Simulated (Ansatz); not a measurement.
**MgHSe radical: one structure at several levels**

A test off equilibrium: a structure displaced at random from a GFN2-xTB minimum is computed at several levels, and each is set against CCSD(T).

Computed with Ansatz 0.2.0, Gaussian basis. Level: single points in def2-TZVPP.

Cores are frozen in the correlated methods. Filled d shells of the heavier atoms are correlated. The outer core shell of Li, Na, Mg and K is correlated. Orbitals are unrestricted.

**1. Starting geometry**

SMILES `[Mg][SeH]`, 3 atoms, charge 0, spin multiplicity 2.

Atoms are counted from 1 here; the program's logs count them from 0.

Bond lengths: Mg1–Se2 2.537 Å, Se2–H3 1.430 Å. Angles: Mg1–Se2–H3 94.8°.

Coordinates:

```xyz
3

Mg    1.50210   -0.60270    0.75180
Se   -0.38140    0.85980   -0.11300
H    -1.13910   -0.22790   -0.65060
```

**2. CCSD(T)/def2-TZVPP**

Contents of run/in.yaml:

```yaml
crystal:
  periodic: [false, false, false]
  atoms:
    - {symbol: Mg, position_ang: [1.502100, -0.602700, 0.751800]}
    - {symbol: Se, position_ang: [-0.381400, 0.859800, -0.113000]}
    - {symbol: H, position_ang: [-1.139100, -0.227900, -0.650600]}
basis:
  gaussian: {orbitals: def2-TZVPP}
magnetization: {spin_polarized: true, initial_magnetization: 1}
correlation: {method: ccsd_t}
scf: {omitted_lower_state_checks: [cluster_reference]}
output: {forces: true}
```

Command:

```sh
> ansatz run in.yaml --threads 4 --pin off --events-out ev --progress --plain --max-ram 5222MiB
```

**3. PBE0-D4/def2-TZVPP**

run/in.yaml, as its differences from that of step 2:

```diff
@@ -9,4 +9,3 @@
 magnetization: {spin_polarized: true, initial_magnetization: 1}
-correlation: {method: ccsd_t}
-scf: {omitted_lower_state_checks: [cluster_reference]}
-output: {forces: true}
+hamiltonian: {xc: pbe0, dispersion: d4}
+output: {forces: true, orbitals: {seedname: orbitals}}
```

**4. wB97M-V/def2-TZVPP**

run/in.yaml, as its differences from that of step 3:

```diff
@@ -9,3 +9,3 @@
 magnetization: {spin_polarized: true, initial_magnetization: 1}
-hamiltonian: {xc: pbe0, dispersion: d4}
-output: {forces: true, orbitals: {seedname: orbitals}}
+hamiltonian: {xc: {name: wB97M-V}}
+output: {forces: true}
```

**5. r2SCAN-D4/def2-TZVPP**

run/in.yaml, as its differences from that of step 4:

```diff
@@ -9,3 +9,3 @@
 magnetization: {spin_polarized: true, initial_magnetization: 1}
-hamiltonian: {xc: {name: wB97M-V}}
+hamiltonian: {xc: r2scan, dispersion: d4}
 output: {forces: true}
```

**6. PBE-D4/def2-TZVPP**

run/in.yaml, as its differences from that of step 5:

```diff
@@ -9,3 +9,3 @@
 magnetization: {spin_polarized: true, initial_magnetization: 1}
-hamiltonian: {xc: r2scan, dispersion: d4}
+hamiltonian: {xc: pbe, dispersion: d4}
 output: {forces: true}
```

**7. revPBE-D4/def2-TZVPP**

run/in.yaml, as its differences from that of step 6:

```diff
@@ -9,3 +9,3 @@
 magnetization: {spin_polarized: true, initial_magnetization: 1}
-hamiltonian: {xc: pbe, dispersion: d4}
+hamiltonian: {xc: {name: revPBE}, dispersion: d4}
 output: {forces: true}
```

**8. CAM-B3LYP-D4/def2-TZVPP**

run/in.yaml, as its differences from that of step 7:

```diff
@@ -9,3 +9,3 @@
 magnetization: {spin_polarized: true, initial_magnetization: 1}
-hamiltonian: {xc: {name: revPBE}, dispersion: d4}
+hamiltonian: {xc: {name: CAM-B3LYP}, dispersion: d4}
 output: {forces: true}
```

(Steps that only read results are left out.)

Q: Predict the outcome of this session. Wanted: energy less free atoms, CCSD(T)/def2-TZVPP; RMS force component; RMS force error; HOMO and LUMO, PBE0-D4; T1 diagnostic.

The runs gave:

```
                                  quantity                                                                                                  value
energy less free atoms, CCSD(T)/def2-TZVPP                                                                                          -481.2 kJ/mol
                       RMS force component                                                                   0.457 to 0.604 eV/Å over the methods
                           RMS force error  PBE0-D4 0.051, wB97M-V 0.024, r2SCAN-D4 0.034, PBE-D4 0.188, revPBE-D4 0.219, CAM-B3LYP-D4 0.013 eV/Å
                    HOMO and LUMO, PBE0-D4                                                                                     -5.45 and -2.79 eV
                             T1 diagnostic                                                                                                  0.010
```

What this shows: Against CCSD(T) the functionals' energies less atoms differ by -49.8 to +2.7 kJ/mol, PBE-D4 by -33.0 kJ/mol. CCSD(T) in triple zeta still lacks some correlation energy of the bonds, so part of these gaps is its own basis error and they don't rank the functionals. On forces the order runs from CAM-B3LYP-D4 to revPBE-D4. Frozen-core CCSD(T) forces in triple zeta carry basis errors of their own, and this is one geometry, so small gaps rank nothing.
